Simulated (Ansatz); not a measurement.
The system is Sc3Te.

```
Sc Te
1.0
     0.00000    3.56950    3.56950
     3.56950    0.00000    3.56950
     3.56950    3.56950    0.00000
Sc Te
3 1
Direct
  0.25000 0.25000 0.25000
  0.75000 0.75000 0.75000
  0.50000 0.50000 0.50000
  0.00000 0.00000 0.00000
```

The cell was built by a generator and needn't be a form met in nature.

Base run:

```yaml
Program: Ansatz 0.2.0
Functional: PBE
Potentials_or_basis: Ansatz PAW
Cutoff: 420 eV
Density_cutoff: 1680 eV
k_mesh: 5 × 5 × 5
Occupations: fermi-dirac, width 0.05 eV
Spin: no spin polarisation
Hubbard_terms: Sc d U = 5 eV
```

Its results: band gap on the k mesh none (metal or under the smearing width); pressure 9.5 GPa.

The run is repeated on the same cell with these changes: hubbard terms from Sc d U = 5 eV to Sc d U = 4 eV. What comes out?

Band gap on the k mesh none (metal or under the smearing width); pressure 7.5 GPa.

Caveats: U without spin polarisation on a metal has little footing; the U is typed as a test and isn't derived for this compound.

Not every run made on this cell is shown here.
